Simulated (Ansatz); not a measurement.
**CH5AlO2: vertical ionisation energy**

Aim: the vertical ionisation energy of CH5AlO2, as cation minus neutral at the neutral's geometry, on several levels, and how well −ε(HOMO) stands in for it.

Method: unrestricted cation, the program's frozen cores in correlated methods; program: Ansatz 0.2.0, Gaussian basis.

Levels to be run: UKS PBE-D4/def2-TZVPP; UKS r2SCAN-D4/def2-TZVPP; UKS PBE0-D4/def2-TZVPP; UKS B3LYP-D4/def2-TZVPP; UKS wB97X-V/def2-TZVPP; UKS wB97M-V/def2-TZVPP; UKS B2PLYP/def2-TZVPP; UHF-CCSD(T)/def2-TZVPP; UHF-MP2/def2-QZVPP; extrapolation to the limit; then −ε(HOMO) from the neutral's earlier runs with LDA (SPW92), PBE-D4, revPBE-D4, BLYP-D4, r2SCAN-D4, B97M-V, PBE0-D4, B3LYP-D4, r2SCANh-D4, r2SCAN0-D4, HSE06-D4, BHLYP-D4, CAM-B3LYP-D4, LC-ωPBE, ωB97X-V, ωB97M-V.

## 1. The relaxed structure

The geometry comes from an earlier relaxation with PBE0-D4 in a triple-zeta def2 set; it is a stationary point, not always the lowest conformer.

9 atoms, charge 0, spin multiplicity 1.

Atoms are counted from 1 here; the program's logs count them from 0.

Bond lengths: O1–C2 1.522 Å, O1–Al3 1.972 Å, O1–H5 0.961 Å, C2–Al3 1.932 Å, C2–H6 1.087 Å, C2–H7 1.089 Å, Al3–O4 1.702 Å, Al3–H8 1.585 Å, O4–H9 0.955 Å. Angles: C2–O1–Al3 65.7°, C2–O1–H5 111.4°, Al3–O1–H5 123.0°, O1–C2–Al3 68.4°, O1–C2–H6 106.8°, O1–C2–H7 109.6°, Al3–C2–H6 125.6°, Al3–C2–H7 121.9°, H6–C2–H7 110.8°, O1–Al3–C2 45.9°, O1–Al3–O4 113.3°, O1–Al3–H8 108.7°, C2–Al3–O4 118.9°, C2–Al3–H8 119.5°, O4–Al3–H8 121.5°, Al3–O4–H9 122.3°.

## 2. Cation, UKS PBE-D4/def2-TZVPP

in.yaml reads:

```yaml
crystal:
  periodic: [false, false, false]
  atoms:
    - {symbol: O, position_ang: [-0.624475, 0.530097, -0.955541]}
    - {symbol: C, position_ang: [0.882969, 0.417340, -0.777979]}
    - {symbol: Al, position_ang: [-0.068250, -0.535277, 0.608058]}
    - {symbol: O, position_ang: [-0.358969, 0.245367, 2.092746]}
    - {symbol: H, position_ang: [-0.909754, 0.134941, -1.783481]}
    - {symbol: H, position_ang: [1.266098, 1.431632, -0.699484]}
    - {symbol: H, position_ang: [1.314198, -0.094318, -1.636751]}
    - {symbol: H, position_ang: [-0.491267, -2.044300, 0.370089]}
    - {symbol: H, position_ang: [-0.922148, -0.131880, 2.765243]}
basis:
  gaussian: {orbitals: def2-TZVPP}
total_charge: 1
magnetization: {spin_polarized: true, initial_magnetization: 1}
hamiltonian: {xc: pbe, dispersion: d4}
```

After this run come: Cation, UKS r2SCAN-D4/def2-TZVPP; Cation, UKS PBE0-D4/def2-TZVPP; Cation, UKS B3LYP-D4/def2-TZVPP; Cation, UKS wB97X-V/def2-TZVPP; Cation, UKS wB97M-V/def2-TZVPP; Cation, UKS B2PLYP (frozen core)/def2-TZVPP; Cation, UHF-CCSD(T)/def2-TZVPP; Cation, UHF-MP2/def2-QZVPP.

Before running them: what should the planned runs give, taken together? Wanted: ionisation energy, CCSD(T)/CBS; nearest functional by difference; nearest −ε(HOMO); −ε(HOMO) of PBE; T1 of the cation.

The runs gave:

| quantity | value |
| --- | --- |
| ionisation energy, CCSD(T)/CBS | 10.06 eV |
| nearest functional by difference | ωB97M-V (-0.18 eV) |
| nearest −ε(HOMO) | LC-ωPBE (+0.15 eV) |
| −ε(HOMO) of PBE | 6.02 eV |
| T1 of the cation | 0.024 |

**Reading.** Energy differences with functionals land within 0.74 eV of the reference. −ε(HOMO) of PBE misses by 4.0 eV, since self-interaction lifts the level. Among orbital estimates LC-ωPBE comes nearest. Hartree-Fock falls 1.07 eV short, as the neutral has more correlation energy than the cation.
